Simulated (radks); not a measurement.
**Ionisation energy and size from Hf³⁺ to Au³⁺**

How do ionisation energy and radius run along this set of elements? Each needs two runs, the species and its ion; the difference of their energies is the Δ-SCF value.

Program: radks (a radial shooting solver on a logarithmic mesh, Libxc functionals) version 1. Level of theory: Dirac Kohn-Sham, LDA (Slater exchange, Perdew-Wang correlation), spin-unpolarised, spherical densities, point nucleus; open shells fill j = l - 1/2 first. These are calculated values, not measurements, unless marked.

## 1. Starting point

| Property | Result |
| --- | --- |
| species | Hf³⁺, Ta³⁺, W³⁺, Re³⁺, Os³⁺, Ir³⁺, Pt³⁺, Au³⁺ |
| runs | 16, each species and its next ion |

## 2. Hf³⁺, [Xe] 4f14 5d1

The run's settings:

```text
Z 72
configuration [Xe] 4f14 5d1
relativity Dirac
functional lda,pw
spin unpolarised
j_filling energy
nucleus point
c 137.035999084
```

## 3. Hf⁴⁺, [Xe] 4f14

Input: that of step 2 with these lines changed.

```diff
@@ -1,3 +1,3 @@
 Z 72
-configuration [Xe] 4f14 5d1
+configuration [Xe] 4f14
 relativity Dirac
```

## 4. Ta³⁺, [Xe] 4f14 5d2

Input: that of step 3 with these lines changed.

```diff
@@ -1,3 +1,3 @@
-Z 72
-configuration [Xe] 4f14
+Z 73
+configuration [Xe] 4f14 5d2
 relativity Dirac
```

## 5. Ta⁴⁺, [Xe] 4f14 5d1

Input: that of step 4 with these lines changed.

```diff
@@ -1,3 +1,3 @@
 Z 73
-configuration [Xe] 4f14 5d2
+configuration [Xe] 4f14 5d1
 relativity Dirac
```

## 6. W³⁺, [Xe] 4f14 5d3

Input: that of step 5 with these lines changed.

```diff
@@ -1,3 +1,3 @@
-Z 73
-configuration [Xe] 4f14 5d1
+Z 74
+configuration [Xe] 4f14 5d3
 relativity Dirac
```

## 7. W⁴⁺, [Xe] 4f14 5d2

Input: that of step 6 with these lines changed.

```diff
@@ -1,3 +1,3 @@
 Z 74
-configuration [Xe] 4f14 5d3
+configuration [Xe] 4f14 5d2
 relativity Dirac
```

## 8. Re³⁺, [Xe] 4f14 5d4

Input: that of step 7 with these lines changed.

```diff
@@ -1,3 +1,3 @@
-Z 74
-configuration [Xe] 4f14 5d2
+Z 75
+configuration [Xe] 4f14 5d4
 relativity Dirac
```

## 9. Re⁴⁺, [Xe] 4f14 5d3

Input: that of step 8 with these lines changed.

```diff
@@ -1,3 +1,3 @@
 Z 75
-configuration [Xe] 4f14 5d4
+configuration [Xe] 4f14 5d3
 relativity Dirac
```

## 10. Os³⁺, [Xe] 4f14 5d5

Input: that of step 9 with these lines changed.

```diff
@@ -1,3 +1,3 @@
-Z 75
-configuration [Xe] 4f14 5d3
+Z 76
+configuration [Xe] 4f14 5d5
 relativity Dirac
```

## 11. Os⁴⁺, [Xe] 4f14 5d4

Input: that of step 10 with these lines changed.

```diff
@@ -1,3 +1,3 @@
 Z 76
-configuration [Xe] 4f14 5d5
+configuration [Xe] 4f14 5d4
 relativity Dirac
```

## 12. Ir³⁺, [Xe] 4f14 5d6

Input: that of step 11 with these lines changed.

```diff
@@ -1,3 +1,3 @@
-Z 76
-configuration [Xe] 4f14 5d4
+Z 77
+configuration [Xe] 4f14 5d6
 relativity Dirac
```

## 13. Ir⁴⁺, [Xe] 4f14 5d5

Input: that of step 12 with these lines changed.

```diff
@@ -1,3 +1,3 @@
 Z 77
-configuration [Xe] 4f14 5d6
+configuration [Xe] 4f14 5d5
 relativity Dirac
```

## 14. Pt³⁺, [Xe] 4f14 5d7

Input: that of step 13 with these lines changed.

```diff
@@ -1,3 +1,3 @@
-Z 77
-configuration [Xe] 4f14 5d5
+Z 78
+configuration [Xe] 4f14 5d7
 relativity Dirac
```

## 15. Pt⁴⁺, [Xe] 4f14 5d6

Input: that of step 14 with these lines changed.

```diff
@@ -1,3 +1,3 @@
 Z 78
-configuration [Xe] 4f14 5d7
+configuration [Xe] 4f14 5d6
 relativity Dirac
```

## 16. Au³⁺, [Xe] 4f14 5d8

Input: that of step 15 with these lines changed.

```diff
@@ -1,3 +1,3 @@
-Z 78
-configuration [Xe] 4f14 5d6
+Z 79
+configuration [Xe] 4f14 5d8
 relativity Dirac
```

## 17. Au⁴⁺, [Xe] 4f14 5d7

Input: that of step 16 with these lines changed.

```diff
@@ -1,3 +1,3 @@
 Z 79
-configuration [Xe] 4f14 5d8
+configuration [Xe] 4f14 5d7
 relativity Dirac
```

Before running it: what results should come out? Wanted: for each run, species; configuration; Δ-SCF; NIST; −ε(HOMO); its level; widest level; its <r>.

As calculated:

| species | configuration | Δ-SCF (eV) | NIST (eV) | −ε(HOMO) (eV) | its level | widest level | its <r> (bohr) |
| --- | --- | --- | --- | --- | --- | --- | --- |
| Hf³⁺ | [Xe] 4f14 5d1 | 33.541 | 33.37 (semi-emp.) | 27.753 | 5d3/2 | 5d3/2 | 1.91 |
| Ta³⁺ | [Xe] 4f14 5d2 | 35.762 | 35 (theory) | 29.777 | 5d3/2 | 5d3/2 | 1.82 |
| W³⁺ | [Xe] 4f14 5d3 | 37.943 | 38.2 (semi-emp.) | 31.762 | 5d3/2 | 5d3/2 | 1.73 |
| Re³⁺ | [Xe] 4f14 5d4 | 40.091 | 39 (theory) | 33.713 | 5d3/2 | 5d3/2 | 1.66 |
| Os³⁺ | [Xe] 4f14 5d5 | 40.943 | 41 (theory) | 34.502 | 5d5/2 | 5d5/2 | 1.63 |
| Ir³⁺ | [Xe] 4f14 5d6 | 43.006 | 40 (theory) | 36.370 | 5d5/2 | 5d5/2 | 1.57 |
| Pt³⁺ | [Xe] 4f14 5d7 | 45.045 | 43 (theory) | 38.215 | 5d5/2 | 5d5/2 | 1.51 |
| Au³⁺ | [Xe] 4f14 5d8 | 47.066 | 45 (theory) | 40.043 | 5d5/2 | 5d5/2 | 1.46 |

**Reading.** Reference values: NIST Atomic Spectra Database (exp. measured, semi-emp. semi-empirical, theory a theoretical value adopted there). By these runs, which need not match the measured order, Au³⁺ holds its electron most tightly (47.066 eV) and Hf³⁺ least (33.541 eV); the widest outer orbital is the 5d3/2 of Hf³⁺. Against the measured or semi-empirical entries the Δ-SCF values err by -0.1 % on average (signed), at worst -0.7 % (W³⁺). Spin polarisation and multiplet splitting are left out, so open shells lie too high by an amount that depends on their filling.
